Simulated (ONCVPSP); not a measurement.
# Pseudopotential generation for Cu: ONCV, PBE

Do these settings give a usable potential? It is generated, then checked for transferability, scattering, ghosts and hardness.

The numbers are computed with ONCVPSP 4.0.1.1 (patched build) (PBE, scalar-relativistic, spin-unpolarised reference atom).

### 1 The atom and the settings

Typed settings, in words:

```
element                 : copper (Cu, Z = 29)
type                    : optimised norm-conserving Vanderbilt (ONCV)
frozen core             : [Ne]
valence charge          : 19
reference configuration : 3s2 3p6 3d10 4s1
partial waves           : 3s+4s: rc 1.30 bohr, ncon 4, nbas 8, qcut 6.9 1/bohr, 2 projectors; 3p: rc 0.90 bohr, ncon 4, nbas 8, qcut 15.2 1/bohr, 2 projectors, debl 1.2 Ha; 3d: rc 1.60 bohr, ncon 5, nbas 10, qcut 11.5 1/bohr, 2 projectors, debl 0.8 Ha
local potential         : polynomial inside 0.80 bohr (lpopt 3, dvloc0 3 Ha)
core correction         : Teter function, fcfact 2.25, rcfact 1.75
```

The nodes and maxima of the atom's own shells, from an earlier all-electron run, set the scale for the radii.

All-electron outer shells of the reference configuration (PBE, scalar-relativistic, ld1.x):

| shell | level (eV) | outermost node (bohr) | outermost maximum (bohr) |
| --- | --- | --- | --- |
| 2p | -916.98 | – | 0.16 |
| 3s | -114.70 | 0.29 | 0.61 |
| 3p | -72.14 | 0.26 | 0.62 |
| 3d | -5.04 | – | 0.60 |
| 4s | -4.61 | 0.89 | 2.27 |
| 4p | -0.70 | 0.97 | 3.65 |

### 2 The generation run

File Cu.dat:

```
# ATOM AND REFERENCE CONFIGURATION
# atsym  z   nc   nv     iexc    psfile
  Cu 29.00    3    4        4      upf
#
#   n    l    f
    1    0    2.00
    2    0    2.00
    2    1    6.00
    3    0    2.00
    3    1    6.00
    3    2   10.00
    4    0    1.00
#
# PSEUDOPOTENTIAL AND OPTIMIZATION
# lmax
    2
#
#   l,   rc,      ep,       ncon, nbas, qcut
    0    1.30    0.00    4    8    6.90
    1    0.90    0.00    4    8   15.20
    2    1.60    0.00    5   10   11.50
#
# LOCAL POTENTIAL
# lloc, lpopt,  rc(5),   dvloc0
    4    3    0.80    3.00
#
# VANDERBILT-KLEINMAN-BYLANDER PROJECTORs
# l, nproj, debl
    0    2    1.10
    1    2    1.20
    2    2    0.80
#
# MODEL CORE CHARGE
# icmod, fcfact, rcfact
    3    2.25    1.75
#
# LOG DERIVATIVE ANALYSIS
# epsh1, epsh2, depsh
   -6.00    5.00    0.04
#
# OUTPUT GRID
# rlmax, drl
    6.00    0.01
#
# TEST CONFIGURATIONS
# ncnf
    4
# nvcnf
#   n    l    f
    4
    3    0    2.00
    3    1    6.00
    3    2   10.00
    4    0    0.00
#
    4
    3    0    2.00
    3    1    6.00
    3    2    9.00
    4    0    0.00
#
    4
    3    0    2.00
    3    1    6.00
    3    2    8.00
    4    0    0.00
#
    4
    3    0    2.00
    3    1    6.00
    3    2    9.00
    4    0    1.00
#
```

Command:

```sh
$ oncvpsp.x < Cu.dat > Cu.out
```

Q: Predict the outcome of this session. Wanted: cutoffs for 1 and 0.1 mHa per electron, occupied waves; bound ghosts; GHOST(+) flags; largest test error; largest phase difference near zero energy, channels read; rms error of d²Exc/dn², without and with the model core; projector energies reset by the program.

As calculated:

| quantity | value |
| --- | --- |
| cutoffs for 1 and 0.1 mHa per electron, occupied waves | 60 Ha and 86 Ha |
| bound ghosts | none found |
| GHOST(+) flags | none at low energy |
| largest test error (AE − PS) | +17 meV, for 3s2 3p6 3d9 4s1 (1 test unsolved) |
| largest phase difference near zero energy, channels read | 0.000 rad |
| rms error of d²Exc/dn², without and with the model core | 4.34 and 1.94 mHa |
| projector energies reset by the program | p: -2.651, 0.250 Ha |

In words: By total energies transferability is good where solved: the largest error is 17 meV on 11.6 eV, for 3s2 3p6 3d9 4s1. Of the tests 1 gave no usable energy difference, which is a warning in itself. It counts as hard, with 60 Ha needed at the looser tolerance. At the looser tolerance the 3p wave is the slowest; 3d needs 50 Ha. It is free of bound ghosts as far as tested. Near zero energy the phases of the channels with partial waves agree within 0.001 rad. All of this concerns the isolated atom, not yet a solid.
